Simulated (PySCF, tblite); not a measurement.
**2-cyanopyridine: geometry, infrared bands and NMR shifts**

What infrared bands and NMR shifts should 2-cyanopyridine (`N#Cc1ccccn1`) show?

Computed with tblite 0.8.0 and PySCF 2.14.0, with density-fitted response routines of our own, on a single molecule in the gas phase. Atoms count from 0, in the outputs and in this text.

## (1) Starting geometry

12 atoms, charge 0, multiplicity 1; geometry from: force field or distance geometry start.

Bonds of the start (Å): N0–C1 1.17, C1–C2 1.42, C2–C3 1.39, C3–C4 1.38, C4–C5 1.40, C5–C6 1.39, C6–N7 1.35, N7–C2 1.34, C3–H8 1.08, C4–H9 1.10, C5–H10 1.10, C6–H11 1.11.

## (2) Geometry optimisation with GFN2-xTB

The job: settings as JSON, then the geometry in Å.

```
{"job": {"kind": "relax", "xc": "GFN2-xTB", "basis": "xTB"}, "charge": 0, "multiplicity": 1}
N      3.650900    -0.535700    -0.123000
C      2.482400    -0.437700    -0.115400
C      1.064500    -0.326300    -0.057900
C      0.546900     0.958400     0.078900
C     -0.820300     1.131100     0.144500
C     -1.630500    -0.003500     0.029400
C     -1.066800    -1.267600    -0.120900
N      0.279300    -1.408200    -0.157600
H      1.206200     1.805100     0.166800
H     -1.273600     2.128000     0.258900
H     -2.721100     0.116300     0.067400
H     -1.716700    -2.160500    -0.197100
```

Launch:

```console
$ OMP_NUM_THREADS=1 python probes_run.py task.json out
```

The driver reads the jobs from task.json and runs them one after another.

**Question.** This job is followed by: GFN2-xTB harmonic vibrations, gas phase; GIAO PBE0/pcSseg-1 NMR shielding, non-relativistic, gas phase. What will the session give for the following? strongest single infrared mode (GFN2-xTB); zero-point energy (GFN2-xTB); 13C shifts against TMS (PBE0/pcSseg-1); 1H shifts against TMS (PBE0/pcSseg-1); 15N shifts against NH3 (PBE0/pcSseg-1).

The runs gave:

| quantity | value |
| --- | --- |
| strongest single infrared mode (GFN2-xTB) | 2382 cm⁻¹, 144 km/mol |
| zero-point energy (GFN2-xTB) | 52.8 kcal/mol |
| 13C shifts against TMS (PBE0/pcSseg-1) | 156.2, 142.5, 140.0, 137.0, 130.8, 123.0 ppm |
| 1H shifts against TMS (PBE0/pcSseg-1) | 9.08, 8.08, 7.92, 7.56 ppm |
| 15N shifts against NH3 (PBE0/pcSseg-1) | 367.6, 314.3 ppm |

What this shows: Relaxing lowered the energy by 0.179 eV in 22 steps; the close pair that moved most is C6–N7, from 1.354 to 1.317 Å. No mode is imaginary among the 30: a minimum at this level. The strongest single mode, at 2382 cm⁻¹, moves mainly C1 and N0. Unscaled tight-binding wavenumbers are off by several per cent, some by more. Its intensities can rank the bands wrongly. At PBE0/pcSseg-1: The widest tensor belongs to N7: span 740 ppm, with a paramagnetic part of -428 ppm. NICS(1)zz of -28 ppm above the planar ring from C2 marks a diatropic (aromatic) ring current.
